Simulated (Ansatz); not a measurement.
**CH₅O₂STa: how energies converge with the basis set**

An exercise on one series of results from a longer session: the logs are not shown, and one member is left open.

Computed with Ansatz 0.2.0, Gaussian basis. Level: one geometry, several basis sets.

The runs, in order: PBE0-D4/def2-SVP; ωB97M-V/def2-SVP; PBE0-D4/def2-QZVPP; ωB97M-V/def2-QZVPP; the functionals' def2-TZVPP values are taken from earlier runs.

### The geometry

All runs share one geometry, relaxed beforehand with PBE0-D4 in a triple-zeta def2 set. Ta takes the def2 core potential; no spin-orbit term is included.

SMILES `[CH3][Ta]([OH])([OH])=[S]`, 10 atoms, charge 0, spin multiplicity 1.

Atoms are counted from 1 here; the program's logs count them from 0.

Bond lengths: C1–Ta2 2.148 Å, C1–H6 1.094 Å, C1–H7 1.094 Å, C1–H8 1.096 Å, Ta2–O3 1.890 Å, Ta2–O4 1.890 Å, Ta2–S5 2.165 Å, O3–H9 0.958 Å, O4–H10 0.958 Å. Angles: Ta2–C1–H6 111.0°, Ta2–C1–H7 111.0°, Ta2–C1–H8 109.8°, H6–C1–H7 107.8°, H6–C1–H8 108.6°, H7–C1–H8 108.6°, C1–Ta2–O3 106.5°, C1–Ta2–O4 106.5°, C1–Ta2–S5 105.6°, O3–Ta2–O4 112.5°, O3–Ta2–S5 112.6°, O4–Ta2–S5 112.6°, Ta2–O3–H9 132.4°, Ta2–O4–H10 132.4°.

Set-up of the first run:

in.yaml

```yaml
crystal:
  periodic: [false, false, false]
  atoms:
    - {symbol: C, position_ang: [-1.424348, -0.447125, -0.355230]}
    - {symbol: Ta, position_ang: [0.525270, 0.291208, 0.162087]}
    - {symbol: O, position_ang: [1.100338, -0.715129, 1.654545]}
    - {symbol: O, position_ang: [1.619628, 0.022390, -1.354794]}
    - {symbol: S, position_ang: [0.249090, 2.387667, 0.628314]}
    - {symbol: H, position_ang: [-2.122854, -0.324229, 0.477507]}
    - {symbol: H, position_ang: [-1.831178, 0.091688, -1.215823]}
    - {symbol: H, position_ang: [-1.362919, -1.512493, -0.606313]}
    - {symbol: H, position_ang: [1.275045, -0.476234, 2.565663]}
    - {symbol: H, position_ang: [2.055028, 0.630956, -1.952957]}
basis:
  gaussian: {orbitals: def2-SVP}
hamiltonian: {xc: pbe0, dispersion: d4}
output: {orbitals: {seedname: orbitals}}
```

Among the steps run: PBE0-D4 in def2-SVP; ωB97M-V in def2-SVP; PBE0-D4 in def2-QZVPP; ωB97M-V in def2-QZVPP.

One of the session's tables, all rows but one given; the rest of the session is left out.

It belongs to the step «Density functionals: the series». 

| functional | basis | HOMO (eV) |
| --- | --- | --- |
| PBE0-D4 | def2-SVP | -7.45 |
| PBE0-D4 | def2-TZVPP | -7.43 |
| PBE0-D4 | def2-QZVPP | ? |
| ωB97M-V | def2-SVP | -9.54 |
| ωB97M-V | def2-TZVPP | -9.55 |
| ωB97M-V | def2-QZVPP | -9.59 |

Q: Estimate the row for PBE0-D4, def2-QZVPP from the others.

As computed: HOMO (eV): -7.46. In the column «HOMO (eV)» it lies between ωB97M-V, def2-SVP (-9.54) and PBE0-D4, def2-SVP (-7.45).
